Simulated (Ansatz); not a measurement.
# ClH4NOSSi, SMILES N[Si](O)(S)Cl: a rigid torsion scan

Run with Ansatz 0.2.0, Python API.

`clh4nossi.py`
```python
"""Rigid torsion scan of ClH4NOSSi."""

import ansatz as az
from ase import Atoms

atoms = Atoms(["N", "Si", "O", "S", "Cl", "H", "H", "H", "H"], positions=[
    (0.7501, 1.1186, 0.448),
    (-0.2933, -0.1376, 0.0621),
    (0.4111, -1.4293, 0.7353),
    (-0.2699, -0.3651, -2.0261),
    (-2.1272, 0.0194, 0.8683),
    (1.6381, 0.9465, 0.1168),
    (0.7959, 1.2162, 1.4527),
    (0.0465, -2.2615, 0.5662),
    (-0.8628, 0.8465, -2.2404),
])

# start the scan from a relaxed geometry
first = (
    az.Crystal.molecule_from_ase(atoms).calculation()
    .basis(gaussian="def2-SVP")
    .functional("r2SCAN")
    .relax(force_tolerance=0.02, max_steps=80)
)
atoms.positions = first.run(threads=1, pin="off").report["positions_ang"]

start = atoms.get_dihedral(2, 1, 0, 5)
energies = {}
for turn in range(0, 360, 30):
    turned = atoms.copy()
    turned.set_dihedral(2, 1, 0, 5, start + turn, indices=[0, 5, 6])
    calculation = (
        az.Crystal.molecule_from_ase(turned).calculation()
        .basis(gaussian="def2-SVP")
        .functional("r2SCAN")
    )
    energies[round((start + turn) % 360)] = calculation.run(threads=1, pin="off").report["free_energy_ev"]
floor = min(energies.values())
print("dihedral O2-Si1-N0-H5 (deg)   E - E(min) (kJ/mol)")
for angle, e in sorted(energies.items()):
    print(f"{angle:8d} {96.485332 * (e - floor):14.3f}  " + "#" * int(30 * (e - floor) / max(max(energies.values()) - floor, 1e-9)))
```

```console
$ python clh4nossi.py
dihedral O2-Si1-N0-H5 (deg)   E - E(min) (kJ/mol)
      13         13.945  #####################
      43          4.589  #######
      73          0.000
     103          4.922  #######
     133         14.532  ######################
     163         19.153  ##############################
     193         14.910  #######################
     223          6.931  ##########
     253          3.141  ####
     283          7.217  ###########
     313         14.931  #######################
     343         18.649  #############################
```

The scan is rigid and the energies are electronic, in a modest basis. With rigid groups the curve can differ much from the relaxed path, the start wasn't checked as a minimum of this torsion, and equivalent turns needn't return to the same energy. It ran for 98 s on 1 thread of Intel(R) Xeon(R) Processor @ 2.30GHz (shared host), peak memory 0.31 GiB.
